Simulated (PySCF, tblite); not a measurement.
# C6H7N: dynamics, then NMR shifts on frames, part 1 of 2

Aim: move C6H7N (`N#CCC=C1CC1`) away from its starting geometry and see how NMR shifts follow the geometry.

Computed with tblite 0.8.0 and PySCF 2.14.0, with density-fitted response routines of our own, on a single molecule in the gas phase. Atoms count from 0, in the outputs and in this text.

## (1) The molecule as given

14 atoms, charge 0, multiplicity 1; geometry from: GFN2-xTB.

Bonds of the start (Å): N0–C1 1.14, C1–C2 1.44, C2–C3 1.51, C3–C4 1.31, C4–C5 1.46, C5–C6 1.52, C6–C4 1.46, C2–H7 1.10, C2–H8 1.09, C3–H9 1.08, C5–H10 1.08, C5–H11 1.08, C6–H12 1.08, C6–H13 1.08.

## (2) Dynamics with GFN2-xTB

What the job is given:

```
{"job": {"kind": "md", "xc": "GFN2-xTB", "basis": "xTB", "temperature": 200, "steps": 2000, "every": 50, "frames": 5}, "charge": 0, "multiplicity": 1}
N      3.154007    -1.090636     1.670748
C      2.557227    -0.513044     0.885429
C      1.783396     0.187712    -0.109136
C      0.542905    -0.605276    -0.441178
C     -0.666647    -0.146909    -0.241950
C     -1.522960     0.956664     0.197650
C     -2.114359    -0.338068    -0.327272
H      2.405584     0.312286    -1.001770
H      1.512873     1.172671     0.280109
H      0.707320    -1.597095    -0.840734
H     -1.589012     1.838992    -0.424316
H     -1.602152     1.167190     1.255224
H     -2.582783    -0.335949    -1.301552
H     -2.586077    -1.009012     0.376582
```

With the program's defaults for keys left out, this is: GFN2-xTB Langevin dynamics, gas phase.

Command:

```
$ OMP_NUM_THREADS=1 python probes_run.py task.json out
```

One launch serves the whole session: the jobs run in the order shown.

Output:

```text
t/fs     T/K      E/eV
    0.0   154.9   -523.36744
   25.0   102.5   -523.15954
   50.0   131.2   -523.14255
   75.0   141.5   -523.17185
  100.0   149.5   -523.13046
  125.0   122.9   -523.08647
  150.0   182.4   -523.16779
  175.0   186.0   -523.06077
  200.0   205.9   -523.07694
  225.0   205.0   -523.08112
  250.0   221.9   -523.07207
  275.0   186.2   -522.88588
  300.0   209.7   -523.02582
  325.0   184.7   -523.09544
  350.0   183.4   -523.00728
  375.0   183.9   -523.05035
  400.0   228.2   -523.10176
  425.0   177.2   -522.95236
  450.0   230.3   -523.05891
  475.0   210.1   -523.06021
  500.0   199.2   -523.02404
  525.0   214.6   -523.01437
  550.0   145.2   -522.93154
  575.0   214.3   -523.08348
  600.0   190.4   -523.06248
  625.0   172.6   -523.13748
  650.0   230.2   -523.06959
  675.0   182.0   -522.97065
  700.0   220.7   -523.19050
  725.0   171.4   -523.07346
  750.0   164.2   -522.90557
  775.0   216.8   -523.07220
  800.0   169.5   -523.02039
  825.0   236.5   -523.13288
  850.0   190.6   -523.14596
  875.0   144.8   -523.08528
  900.0   213.4   -523.11525
  925.0   218.4   -523.07727
  950.0   248.2   -523.00332
  975.0   247.2   -523.01834
 1000.0   137.5   -522.84804
```

It took 6.5 s on 1 thread of Intel Xeon 6975P-C, shared host; peak memory 0.19 GiB.

Distance from the start (root mean square after alignment): 0 fs 0.00 Å, 200 fs 0.12 Å, 400 fs 0.09 Å, 600 fs 0.12 Å, 800 fs 0.17 Å, 1000 fs 0.12 Å.

Positions (Å) and forces (eV/Å) at 1000 fs:

```xyz
14

N     3.827   -1.626    1.096   -0.728    0.518    0.025
C     2.964   -0.877    0.953    0.881   -0.848   -0.201
C     1.941    0.079    0.675    0.208    1.452    0.953
C     0.759   -0.406   -0.104    0.402    1.022    3.205
C    -0.399   -0.377    0.480   -2.334   -0.235   -0.658
C    -1.376   -0.194    1.562    0.090   -1.314   -0.384
C    -1.806   -0.779    0.172    0.333   -0.338    0.395
H     2.410    0.929    0.165    0.196   -0.096   -0.318
H     1.612    0.543    1.645    0.046   -0.606   -0.506
H     0.921   -0.837   -0.998    0.437   -1.120   -2.812
H    -1.819    0.778    1.747    0.376   -0.142    0.297
H    -1.209   -0.885    2.458   -0.613    1.087   -1.304
H    -2.412   -0.145   -0.524    0.610   -0.567    0.942
H    -1.999   -1.874    0.026    0.096    1.187    0.367
```

## (3) Nuclear shieldings: 250 fs, PBE0/pcSseg-1

What the job is given:

```
{"job": {"kind": "nmr", "xc": "PBE0", "basis": "pcSseg-1", "pop": false}, "charge": 0, "multiplicity": 1}
N      3.398500    -1.069000     1.274800
C      2.594500    -0.482300     0.719500
C      1.606100     0.285100    -0.007500
C      0.584100    -0.708300    -0.520400
C     -0.668200    -0.737500    -0.105000
C     -1.647700    -0.074100     0.751800
C     -2.029700    -1.182900    -0.252200
H      2.148600     0.857000    -0.817300
H      1.225300     1.033200     0.610600
H      0.962700    -1.357100    -1.328200
H     -1.960100     0.929700     0.530900
H     -1.649100    -0.212500     1.779800
H     -2.456200    -0.888800    -1.227200
H     -2.460800    -2.115100     0.120900
```

With the program's defaults for keys left out, this is: GIAO PBE0/pcSseg-1 NMR shielding, non-relativistic, gas phase.

Output:

```text
coarse grid: 11920 points
cycle   1  E = -287.0260866709  dE =  1.110e+00  |g| = 4.673e-01  |ddm| = 3.474e+00
cycle   2  E = -286.8953851161  dE =  1.307e-01  |g| = 9.144e-01  |ddm| = 1.128e+00
cycle   3  E = -287.0793099020  dE = -1.839e-01  |g| = 1.306e-01  |ddm| = 7.247e-01
cycle   4  E = -287.0832472939  dE = -3.937e-03  |g| = 3.531e-02  |ddm| = 1.349e-01
cycle   5  E = -287.0835394799  dE = -2.922e-04  |g| = 7.688e-03  |ddm| = 4.004e-02
cycle   6  E = -287.0835524952  dE = -1.302e-05  |g| = 2.515e-03  |ddm| = 9.474e-03
cycle   7  E = -287.0835538498  dE = -1.355e-06  |g| = 8.607e-04  |ddm| = 2.991e-03
final grid: 115848 points
cycle   8  E = -287.1247046197  dE = -2.831e-05  |g| = 7.014e-03  |ddm| = 2.718e-02
cycle   9  E = -287.1247014138  dE =  3.206e-06  |g| = 7.939e-03  |ddm| = 1.313e-02
cycle  10  E = -287.1247171434  dE = -1.573e-05  |g| = 1.414e-03  |ddm| = 7.338e-03
cycle  11  E = -287.1247176365  dE = -4.931e-07  |g| = 1.853e-04  |ddm| = 1.251e-03
cycle  12  E = -287.1247176437  dE = -7.227e-09  |g| = 7.646e-05  |ddm| = 2.138e-04
cycle  13  E = -287.1247176445  dE = -8.572e-10  |g| = 4.823e-05  |ddm| = 9.305e-05
cycle  14  E = -287.1247176450  dE = -4.827e-10  |g| = 9.198e-06  |ddm| = 3.353e-05
converged SCF energy = -287.1247176450

GIAO shielding tensors (ppm)
atom      isotropic    diamagn.    paramagn.     s11        s22        s33       span
  0 N      -30.331     339.453    -369.783   -201.696   -181.529    292.233    493.929
  1 C       65.984     259.785    -193.801    -48.606    -47.114    293.673    342.279
  2 C      165.653     245.604     -79.952    153.584    161.105    182.269     28.685
  3 C       68.432     255.662    -187.230    -28.853     82.492    151.657    180.510
  4 C       49.446     256.205    -206.759    -39.022      3.776    183.585    222.608
  5 C      185.971     252.922     -66.951    154.321    174.151    229.441     75.119
  6 C      177.716     255.382     -77.666    152.694    166.774    213.680     60.986
  7 H       27.938      26.644       1.294     23.816     26.200     33.797      9.981
  8 H       29.918      31.378      -1.460     26.152     29.680     33.923      7.771
  9 H       25.302      30.729      -5.427     21.934     26.021     27.952      6.018
 10 H       31.126      31.288      -0.162     26.320     26.705     40.353     14.034
 11 H       31.651      31.714      -0.064     26.962     27.580     40.411     13.449
 12 H       29.981      29.717       0.264     24.398     26.532     39.012     14.613
 13 H       29.468      29.076       0.391     24.620     25.958     37.824     13.204
```

Run time: 14 s. Hardware: 1 thread of Intel Xeon 6975P-C, shared host; peak memory 0.71 GiB.

The references, computed at this level on geometries of the same kind, shield at (ppm): ¹H TMS 31.72, ¹³C TMS 186.9, ¹⁵N NH3 267.7. Their shielding less the atom's gives the shift. The references are single molecules in the gas phase, so shifts against H2O, NH3, PH3, H3PO4 or CFCl3 are not on the usual liquid scales and can be off by tens of ppm. Each atom is listed at this fixed geometry, with no averaging over motion; a spectrum would average atoms that exchange fast.

```tsv
atoms	environment	σ (ppm)	δ (ppm)
C4	fully substituted alkene carbon	49.4	137.5
C1	nitrile carbon	66.0	120.9
C3	alkene CH	68.4	118.5
C2	allylic sp3 CH2	165.7	21.3
C6	three-membered-ring carbon	177.7	9.2
C5	three-membered-ring carbon	186.0	1.0
H9	hydrogen on an alkene CH	25.30	6.41
H7	hydrogen on an allylic sp3 CH2	27.94	3.78
H13	hydrogen on a three-membered-ring carbon	29.47	2.25
H8	hydrogen on an allylic sp3 CH2	29.92	1.80
H12	hydrogen on a three-membered-ring carbon	29.98	1.74
H10	hydrogen on a three-membered-ring carbon	31.13	0.59
H11	hydrogen on a three-membered-ring carbon	31.65	0.07
N0	nitrile nitrogen	-30.3	298.1
```

Ring of atoms C4, C5, C6: NICS(0) -31.7, NICS(1) -7.7, NICS(1)zz -19.1 ppm (means of both faces).

In rings of three or four atoms NICS is ruled by the nearby σ bonds, so it says little on aromaticity.

Orbitals, density, ELF and potential are computed afterwards from the orbital file.

Frontier orbitals at PBE0/pcSseg-1, with the share of their density that lies nearest to each atom:

```tsv
orbital	energy (eV)	lies on
HOMO	-7.75	C3, C4 about 37 % each
LUMO	-0.41	C3, C4 about 27 % each; H9, H12 about 7 % each
```

ELF in a plane through or near 6 of the atoms.

Values, 10 rows by 14 columns:
```
0.00 0.00 0.00 0.00 0.00 0.00 0.00 0.00 0.00 0.00 0.00 0.00 0.00 0.00
0.00 0.00 0.00 0.00 0.00 0.00 0.00 0.00 0.00 0.00 0.00 0.00 0.00 0.00
0.00 0.00 0.00 0.00 0.01 0.34 0.02 0.01 0.25 0.49 0.03 0.00 0.00 0.00
0.00 0.00 0.00 0.01 0.21 1.00 0.75 0.11 0.89 0.97 0.19 0.00 0.00 0.00
0.00 0.00 0.03 0.08 0.34 0.84 0.43 0.36 0.64 0.66 0.20 0.02 0.00 0.00
0.00 0.00 0.04 0.12 0.52 0.52 0.64 0.84 0.50 0.55 0.77 0.09 0.00 0.00
0.00 0.00 0.01 0.03 0.04 0.21 0.74 0.53 0.47 0.87 0.97 0.20 0.00 0.00
0.00 0.00 0.00 0.00 0.00 0.88 1.00 0.14 0.03 0.18 0.34 0.02 0.00 0.00
0.00 0.00 0.00 0.00 0.00 0.06 0.47 0.01 0.00 0.00 0.00 0.00 0.00 0.00
0.00 0.00 0.00 0.00 0.00 0.00 0.00 0.00 0.00 0.00 0.00 0.00 0.00 0.00
```
The map spans 11.9 Å across and 8.8 Å up, centred on the molecule. Atoms in the plane (x, y in Å): C2 (-1.7, 0.2), C3 (-0.5, -0.7), H8 (-1.5, 1.2), H9 (-0.8, -1.8), H10 (1.7, 1.5), H12 (2.5, -1.0).

On the surface of density 0.002 e/bohr³ the electrostatic potential runs, from the 1st to the 99th percentile, from -1.92 V near N0 to 1.25 V near H7.

## (4) Shielding tensors: 425 fs, PBE0/pcSseg-1

What the job is given:

```
{"job": {"kind": "nmr", "xc": "PBE0", "basis": "pcSseg-1", "pop": false}, "charge": 0, "multiplicity": 1}
N      3.596800    -1.395000     0.844400
C      2.740400    -0.655500     0.600900
C      1.683700     0.228200    -0.056300
C      0.628400    -0.677200    -0.482900
C     -0.581000    -0.762000     0.070000
C     -1.408900    -0.228200     1.145200
C     -1.903600    -1.325700     0.140900
H      2.190800     0.760800    -0.886300
H      1.322000     0.913800     0.727700
H      0.901500    -1.238600    -1.379800
H     -1.781200     0.749100     0.943800
H     -1.120500    -0.381200     2.163000
H     -2.644000    -1.021500    -0.586900
H     -2.074300    -2.298200     0.619200
```

With the program's defaults for keys left out, this is: GIAO PBE0/pcSseg-1 NMR shielding, non-relativistic, gas phase.

Output:

```text
coarse grid: 11920 points
cycle   1  E = -287.0225989757  dE =  1.020e+00  |g| = 4.730e-01  |ddm| = 3.467e+00
cycle   2  E = -286.8662726470  dE =  1.563e-01  |g| = 9.764e-01  |ddm| = 1.069e+00
cycle   3  E = -287.0772206015  dE = -2.109e-01  |g| = 1.315e-01  |ddm| = 6.917e-01
cycle   4  E = -287.0812287644  dE = -4.008e-03  |g| = 3.665e-02  |ddm| = 1.395e-01
cycle   5  E = -287.0815389263  dE = -3.102e-04  |g| = 9.019e-03  |ddm| = 4.168e-02
cycle   6  E = -287.0815559492  dE = -1.702e-05  |g| = 3.642e-03  |ddm| = 1.071e-02
cycle   7  E = -287.0815589301  dE = -2.981e-06  |g| = 1.132e-03  |ddm| = 3.827e-03
final grid: 115848 points
cycle   8  E = -287.1229736708  dE = -2.633e-05  |g| = 7.258e-03  |ddm| = 2.859e-02
cycle   9  E = -287.1229681252  dE =  5.546e-06  |g| = 8.710e-03  |ddm| = 1.436e-02
cycle  10  E = -287.1229869303  dE = -1.881e-05  |g| = 1.789e-03  |ddm| = 8.251e-03
cycle  11  E = -287.1229877130  dE = -7.828e-07  |g| = 3.067e-04  |ddm| = 1.502e-03
cycle  12  E = -287.1229877250  dE = -1.194e-08  |g| = 2.092e-04  |ddm| = 3.423e-04
cycle  13  E = -287.1229877339  dE = -8.944e-09  |g| = 4.525e-05  |ddm| = 1.429e-04
cycle  14  E = -287.1229877344  dE = -4.645e-10  |g| = 8.438e-06  |ddm| = 3.898e-05
converged SCF energy = -287.1229877344

GIAO shielding tensors (ppm)
atom      isotropic    diamagn.    paramagn.     s11        s22        s33       span
  0 N      -47.524     337.848    -385.372   -236.296   -198.386    292.110    528.407
  1 C       61.435     260.205    -198.771    -56.970    -50.655    291.929    348.900
  2 C      155.692     246.651     -90.959    140.517    159.728    166.831     26.314
  3 C       67.578     256.659    -189.080    -31.797     75.722    158.810    190.607
  4 C       46.311     257.550    -211.239    -41.503      2.617    177.819    219.321
  5 C      186.595     255.447     -68.852    157.138    168.136    234.512     77.374
  6 C      179.073     254.694     -75.620    155.180    168.525    213.515     58.335
  7 H       27.721      27.450       0.271     23.795     26.289     33.078      9.282
  8 H       28.225      29.635      -1.410     24.414     28.336     31.925      7.511
  9 H       25.381      31.929      -6.548     22.074     25.789     28.281      6.207
 10 H       31.594      32.185      -0.591     26.529     26.987     41.267     14.739
 11 H       30.855      31.109      -0.254     25.802     27.236     39.528     13.726
 12 H       30.222      30.050       0.173     25.306     25.993     39.368     14.062
 13 H       29.623      28.815       0.808     24.625     25.819     38.427     13.802
```

Run time: 10 s. Hardware: 1 thread of Intel Xeon 6975P-C, shared host; peak memory 0.74 GiB.

Key values: δ C4 140.6, C1 125.5, C3 119.3, C2 31.2, H9 6.34, H7 4.00 ppm.

(Continued in part 2 of 2.)
